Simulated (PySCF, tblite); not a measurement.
**CH₆NPSi (triplet), a small gas-phase stand-in for a defect centre: EPR parameters**

Wanted: the EPR parameters for `N[C]P[SiH3]`. It is drawn as: twofold C.

Programs: tblite 0.8.0 and PySCF 2.14.0. All values are calculated, for the isolated system unless a continuum is named. Atoms count from 0, parts from 1.

### 1 The system as given

10 atoms, charge 0, multiplicity 3; geometry: distance geometry start.

### 2 Geometry optimisation with GFN2-xTB

What the job is given:

```
{"job": {"kind": "relax", "xc": "GFN2-xTB", "basis": "xTB"}, "charge": 0, "multiplicity": 3}
C     -1.388646     0.189643    -1.213458
N     -2.218239    -0.582113    -0.273916
P     -0.040742     0.955555    -0.353496
Si     1.670010    -0.177868     0.231284
H     -1.736428    -1.465118     0.024873
H     -2.458459     0.022850     0.542056
H     -0.058095     2.357129    -0.108913
H      1.364434    -1.578357     0.637153
H      2.604843    -0.258214    -0.894746
H      2.275801     0.498184     1.414594
```

With the program's defaults for keys left out, this is: GFN2-xTB geometry optimisation, gas phase.

Run with:

```bash
$ OMP_NUM_THREADS=1 python cluster_run.py task.json out
```

This one command runs all jobs of the session in turn.

The program printed:

```text
step      E/eV     max force
  0    -330.76831    2.900
  1    -331.01883    1.732
  2    -331.11382    0.627
  3    -331.13922    0.674
  4    -331.23863    0.677
  5    -331.28095    0.688
  6    -331.32437    0.858
  7    -331.36596    0.875
  8    -331.41307    0.879
  9    -331.45859    0.695
 10    -331.51336    0.560
 11    -331.58292    0.836
 12    -331.66895    1.698
 13    -331.73895    1.426
 14    -331.81515    0.940
 15    -331.86622    1.266
 16    -331.89885    0.769
 17    -331.92635    0.544
 18    -331.93947    0.345
 19    -331.95128    0.257
 20    -331.96008    0.272
 21    -331.96768    0.305
 22    -331.97777    0.260
 23    -331.98714    0.247
 24    -331.99465    0.179
 25    -332.00088    0.190
 26    -332.00813    0.263
 27    -332.02103    0.343
 28    -332.04558    0.557
 29    -332.06985    0.731
 30    -332.10375    0.495
 31    -332.09994    1.138
 32    -332.13756    0.447
 33    -332.15000    0.431
 34    -332.17782    0.499
 35    -332.20111    0.622
 36    -332.22254    0.565
 37    -332.24031    0.354
 38    -332.25740    0.821
 39    -332.28420    0.605
 40    -332.32715    0.474
 41    -332.34211    0.324
 42    -332.33988    0.736
 43    -332.35437    0.191
 44    -332.35591    0.138
 45    -332.35874    0.128
 46    -332.36074    0.122
 47    -332.36490    0.177
 48    -332.36789    0.184
 49    -332.37051    0.191
 50    -332.37335    0.122
 51    -332.37563    0.142
 52    -332.37798    0.117
 53    -332.37964    0.117
 54    -332.38112    0.134
 55    -332.38254    0.113
 56    -332.38425    0.092
 57    -332.38565    0.088
 58    -332.38689    0.127
 59    -332.38825    0.144
 60    -332.39045    0.130
 61    -332.39334    0.139
 62    -332.39634    0.112
 63    -332.39843    0.173
 64    -332.40010    0.130
 65    -332.40192    0.151
 66    -332.40425    0.101
 67    -332.40617    0.101
 68    -332.40713    0.098
 69    -332.40797    0.141
 70    -332.40875    0.079
 71    -332.40923    0.052
 72    -332.40942    0.036
 73    -332.40956    0.041
 74    -332.40973    0.053
 75    -332.41001    0.066
 76    -332.41057    0.084
 77    -332.41148    0.086
 78    -332.41260    0.085
 79    -332.41330    0.062
 80    -332.41354    0.053
 81    -332.41367    0.049
 82    -332.41384    0.047
 83    -332.41414    0.055
 84    -332.41470    0.080
 85    -332.41548    0.084
 86    -332.41622    0.072
 87    -332.41667    0.049
 88    -332.41685    0.040
 89    -332.41699    0.058
 90    -332.41717    0.047
 91    -332.41760    0.050
 92    -332.41780    0.042
 93    -332.41795    0.048
 94    -332.41808    0.031
 95    -332.41817    0.021
 96    -332.41824    0.023
 97    -332.41831    0.026
 98    -332.41842    0.032
 99    -332.41854    0.041
100    -332.41869    0.043
101    -332.41886    0.040
102    -332.41902    0.028
103    -332.41914    0.023
104    -332.41921    0.020
105    -332.41925    0.021
106    -332.41930    0.021
107    -332.41937    0.027
108    -332.41952    0.040
109    -332.41982    0.060
110    -332.42038    0.086
111    -332.42101    0.104
112    -332.42171    0.070
113    -332.42222    0.052
114    -332.42258    0.055
115    -332.42284    0.046
116    -332.42348    0.074
117    -332.42452    0.120
118    -332.42545    0.094
119    -332.42611    0.068
120    -332.42647    0.070
121    -332.42681    0.045
122    -332.42709    0.040
123    -332.42749    0.038
124    -332.42771    0.039
125    -332.42797    0.039
126    -332.42812    0.034
127    -332.42824    0.030
128    -332.42836    0.023
129    -332.42847    0.025
130    -332.42855    0.028
131    -332.42861    0.030
132    -332.42867    0.022
133    -332.42871    0.022
134    -332.42874    0.011
135    -332.42875    0.008
```

Wall time 1.3 s (1 thread of Intel Xeon 6975P-C, shared host).

Step by step:

```
step  energy from step 0 (eV)  largest force (eV/Å)
   0                   0.0000                2.9000
   5                  -0.5126                0.6879
  10                  -0.7450                0.5598
  15                  -1.0979                1.2656
  20                  -1.1918                0.2718
  25                  -1.2326                0.1892
  30                  -1.3354                0.4959
  35                  -1.4328                0.6220
  40                  -1.5588                0.4748
  45                  -1.5904                0.1272
  50                  -1.6050                0.1221
  55                  -1.6142                0.1129
  60                  -1.6221                0.1304
  65                  -1.6336                0.1514
  70                  -1.6404                0.0798
  75                  -1.6417                0.0664
  80                  -1.6452                0.0535
  85                  -1.6472                0.0846
  90                  -1.6489                0.0463
  95                  -1.6499                0.0214
 100                  -1.6504                0.0431
 105                  -1.6509                0.0208
 110                  -1.6521                0.0851
 115                  -1.6545                0.0462
 120                  -1.6582                0.0697
 125                  -1.6597                0.0392
 130                  -1.6602                0.0282
 135                  -1.6604                0.0081
```

Distances of close pairs at the start and the end, largest changes first:

```
  bond  before (Å)  after (Å)  change (Å)
P2–Si3       2.134      2.273      +0.139
 C0–N1       1.472      1.358      -0.114
 C0–P2       1.773      1.711      -0.062
 N1–H4       1.049      1.014      -0.035
 N1–H5       1.044      1.011      -0.032
Si3–H7       1.490      1.462      -0.027
Si3–H9       1.491      1.466      -0.026
 P2–H6       1.423      1.400      -0.022
```

### 3 Geometry optimisation at PBE0-D3(BJ)/def2-SVP

What the job is given:

```
{"job": {"xc": "PBE0", "basis": "def2-SVP", "d3": "d3bj", "grid": 2, "kind": "geom", "shake": 0.01}, "charge": 0, "multiplicity": 3}
C     -1.284380     0.358981    -0.097096
N     -2.257080    -0.588612    -0.001270
P      0.101443     0.439190    -1.052324
Si     1.926657    -0.072193     0.279485
H     -2.961779    -0.646566    -0.734453
H     -2.625248    -0.734476     0.926996
H      0.328221     1.824392    -0.977740
H      1.912445    -1.527402     0.385666
H      3.106059     0.406906    -0.358444
H      1.795215     0.514198     1.630654
```

The program printed:

```text
step   0  E = -726.55432774  max force = 0.035835
step   1  E = -726.56116054  max force = 0.007274
step   2  E = -726.56161606  max force = 0.003602
step   3  E = -726.56177125  max force = 0.001387
step   4  E = -726.56187699  max force = 0.000999
step   5  E = -726.56195181  max force = 0.001401
step   6  E = -726.56198262  max force = 0.000866
step   7  E = -726.56199830  max force = 0.000305
step   8  E = -726.56201002  max force = 0.000442
optimisation converged
```

It took 42 s on 1 thread of Intel Xeon 6975P-C, shared host; peak memory 0.48 GiB.

Relaxation path:

```
step  energy from step 0 (eV)  largest force component (eV/Å)
   0                   0.0000                          1.8427
   1                  -0.1859                          0.3740
   2                  -0.1983                          0.1852
   3                  -0.2025                          0.0713
   4                  -0.2054                          0.0514
   5                  -0.2075                          0.0720
   6                  -0.2083                          0.0445
   7                  -0.2087                          0.0157
   8                  -0.2090                          0.0227
```

Close pairs (by a distance rule), those that changed most:

```
  bond  before (Å)  after (Å)  change (Å)
 C0–P2       1.685      1.785      +0.100
Si3–H8       1.424      1.497      +0.073
P2–Si3       2.317      2.276      -0.040
Si3–H7       1.459      1.494      +0.035
 P2–H6       1.406      1.426      +0.021
Si3–H9       1.479      1.495      +0.016
 N1–H5       1.009      1.017      +0.008
 N1–H4       1.019      1.020      +0.001
```

The next job starts from the end point, and lists it.

```
                         at the end point                value
  point group (found at 0.08 Å tolerance)                   C1
rotational constants (GHz, main isotopes)  7.540, 2.481, 1.993
                        dipole moment (D)                 1.99
                                     ⟨S²⟩                2.009
```

### 4 EPR parameters: B3LYP/IGLO-III+pcH-1

What the job is given:

```
{"job": {"kind": "epr"}, "charge": 0, "multiplicity": 3}
C     -1.302068     0.538730    -0.168174
N     -2.071717    -0.569825     0.013400
P      0.154631     0.700013    -1.186924
Si     1.737895    -0.025766     0.278589
H     -2.880868    -0.689463    -0.595439
H     -2.281875    -0.827082     0.974443
H      0.391450     2.090983    -0.977481
H      1.547456    -1.499641     0.433290
H      3.107568     0.227631    -0.269107
H      1.618399     0.621849     1.620913
```

With the program's defaults for keys left out, this is: UKS B3LYP, IGLO-III on C N P Si, pcH-1 on H, non-relativistic, mean-field spin-orbit, GIAO.

The program printed:

```text
UKS, coarse grid
  cycle   1  E = -727.26372120  |g| = 2.28e-01
  cycle   2  E = -727.26145376  |g| = 2.35e-01
  cycle   3  E = -727.28621508  |g| = 7.63e-02
  cycle   4  E = -727.28970079  |g| = 2.05e-02
  cycle   5  E = -727.28996873  |g| = 1.03e-02
  cycle   6  E = -727.29003617  |g| = 4.54e-03
  cycle   7  E = -727.29004781  |g| = 1.49e-03
  cycle   8  E = -727.29004880  |g| = 5.14e-04
UKS, final grid
  cycle   1  E = -727.29000774  |g| = 6.57e-04
  cycle   2  E = -727.29000746  |g| = 1.01e-03
  cycle   3  E = -727.29000798  |g| = 1.06e-04
  cycle   4  E = -727.29000799  |g| = 3.36e-05
  cycle   5  E = -727.29000799  |g| = 1.06e-05
E = -727.29000799 Eh   <S^2> = 2.0099 (exact 2.0000)
g shifts (ppm)      1          2          3
  rmc          -165       -165       -165
  gc             31        -16         16
  oz_so        -831        -41        620
  total        -964       -221        472
hyperfine (MHz)  atom isotope    a_iso     a_fc   dipolar eigenvalues
    0   13C     204.60     204.73    -63.41     14.23     49.18
    1   14N      -1.74      -1.72     -6.42     -5.80     12.23
    2   31P      70.37      70.99    -42.75    -31.42     74.17
    3  29Si     -74.62     -74.73    -12.16      5.68      6.48
    4    1H      57.66      57.66     -8.48     -4.93     13.41
    5    1H      39.53      39.53     -8.90     -5.01     13.91
    6    1H      18.05      18.05     -3.84     -2.37      6.21
    7    1H      -2.75      -2.75     -1.88     -0.98      2.86
    8    1H      18.64      18.64     -1.60     -0.60      2.21
    9    1H      -0.25      -0.25     -2.18     -1.05      3.23
zero-field splitting (cm-1)  D = 0.4337  E = 0.0302  (spin-spin 0.3992, spin-orbit 0.0638)
```

Run time: 27 s. Hardware: 1 thread of Intel Xeon 6975P-C, shared host; peak memory 0.82 GiB.

Principal g values 2.00136, 2.00210, 2.00279; g(iso) = 2.00208, against 2.00232 for a free electron.

Hyperfine couplings, nucleus by nucleus at this fixed geometry (no averaging over rotations):

```
nuclei  isotope  a(iso) (MHz)  a(iso) (G, at g = 2.0023)  largest dipolar term (MHz)
    C0      13C         204.6                       73.0                       -63.4
   Si3     29Si         -74.6                      -26.6                       -12.2
    P2      31P          70.4                       25.1                        74.2
    H4       1H          57.7                       20.6                        13.4
    H5       1H          39.5                       14.1                        13.9
    H8       1H          18.6                        6.7                         2.2
    H6       1H          18.0                        6.4                         6.2
    H7       1H          -2.8                       -1.0                         2.9
    N1      14N          -1.7                       -0.6                        12.2
    H9       1H          -0.2                       -0.1                         3.2
```

Zero-field splitting: D = 0.434 cm⁻¹ (spin-spin 0.399, spin-orbit 0.064), E = 0.030 cm⁻¹.

Mulliken spin populations:

```
atom  value (e)
  C0       1.54
  N1       0.12
  P2       0.14
 Si3       0.10
  H4       0.04
  H5       0.02
  H6       0.01
  H7       0.00
  H8       0.02
  H9       0.00
```

### 5 EPR parameters: BHandHLYP/IGLO-III+pcH-1

Settings changed since step 4:

```diff
@@ -1,2 +1,2 @@
-{"job": {"kind": "epr"}, "charge": 0, "multiplicity": 3}
+{"job": {"kind": "epr", "xc": "BHandHLYP"}, "charge": 0, "multiplicity": 3}
 C     -1.302068     0.538730    -0.168174
```

Level: UKS BHandHLYP, IGLO-III on C N P Si, pcH-1 on H, non-relativistic, mean-field spin-orbit, GIAO.

The program printed:

```text
UKS, coarse grid
  cycle   1  E = -727.14475717  |g| = 1.95e-01
  cycle   2  E = -727.17283057  |g| = 7.96e-02
  cycle   3  E = -727.17675590  |g| = 4.42e-02
  cycle   4  E = -727.17835789  |g| = 1.63e-02
  cycle   5  E = -727.17875522  |g| = 5.91e-03
  cycle   6  E = -727.17882235  |g| = 2.93e-03
  cycle   7  E = -727.17883729  |g| = 9.12e-04
  cycle   8  E = -727.17883967  |g| = 3.35e-04
UKS, final grid
  cycle   1  E = -727.17881274  |g| = 2.14e-04
  cycle   2  E = -727.17881278  |g| = 2.06e-04
  cycle   3  E = -727.17881281  |g| = 6.42e-05
  cycle   4  E = -727.17881282  |g| = 2.81e-05
  cycle   5  E = -727.17881282  |g| = 6.69e-06
E = -727.17881282 Eh   <S^2> = 2.0164 (exact 2.0000)
g shifts (ppm)      1          2          3
  rmc          -165       -165       -165
  gc             31        -17         15
  oz_so        -785        -39        566
  total        -919       -220        417
hyperfine (MHz)  atom isotope    a_iso     a_fc   dipolar eigenvalues
    0   13C     233.02     233.15    -66.80     16.06     50.74
    1   14N      -1.28      -1.26     -6.24     -5.65     11.89
    2   31P      41.29      41.78    -44.24    -30.02     74.26
    3  29Si     -70.32     -70.42    -11.57      5.29      6.28
    4    1H      57.25      57.25     -8.40     -5.02     13.42
    5    1H      38.63      38.63     -8.89     -5.17     14.05
    6    1H      17.84      17.85     -3.92     -2.60      6.52
    7    1H      -2.82      -2.82     -1.85     -1.04      2.89
    8    1H      17.13      17.12     -1.49     -0.60      2.09
    9    1H      -0.63      -0.63     -2.16     -1.15      3.31
zero-field splitting (cm-1)  D = 0.4864  E = 0.0345  (spin-spin 0.4567, spin-orbit 0.0497)
```

It took 30 s on 1 thread of Intel Xeon 6975P-C, shared host; peak memory 0.74 GiB.

In short: g(iso) 2.00208.

### 6 Side by side: EPR parameters

g, ⟨S²⟩ and isotropic hyperfine couplings (MHz), with basis size and wall time:

```
                     run   g(iso)   ⟨S²⟩  13C C0  29Si Si3  31P P2  1H H4  1H H5  functions  time
    B3LYP/IGLO-III+pcH-1  2.00208  2.010   204.6     -74.6    70.4   57.7   39.5        218  27 s
BHandHLYP/IGLO-III+pcH-1  2.00208  2.016   233.0     -70.3    41.3   57.3   38.6        218  30 s
```

### 7 Results

| quantity | value |
| --- | --- |
| point group | C1 |
| rotational constants (main isotopes) | 7.54, 2.48, 1.99 GHz |
| D, E (B3LYP) | 0.434, 0.030 cm⁻¹ |
| g(iso) (B3LYP) | 2.00208 |
| ⟨S²⟩ | 2.010 (exact 2.00) |
| largest a(iso) | 13C on C0, 204.6 MHz |

**Reading.** The start of the PBE0/def2-SVP relaxation was shaken at random by about 0.01 Å, so part of the energy gained, and of the first lengths quoted, undoes that. The optimisation took 8 steps and gained 0.209 eV; among the close pairs (by a distance rule), C0–P2 changed most, from 1.685 to 1.785 Å (PBE0/def2-SVP). No frequency check was run at this level, so the end point may be a saddle. C0 carries the largest spin population, 1.54 e. The isotropic g lies 0.2 ppt below the free-electron value. The coupling of 13C on C0 runs from 204.6 (B3LYP/IGLO-III+pcH-1) to 233.0 MHz (BHandHLYP/IGLO-III+pcH-1). The triplet was assumed; the singlet may lie lower.
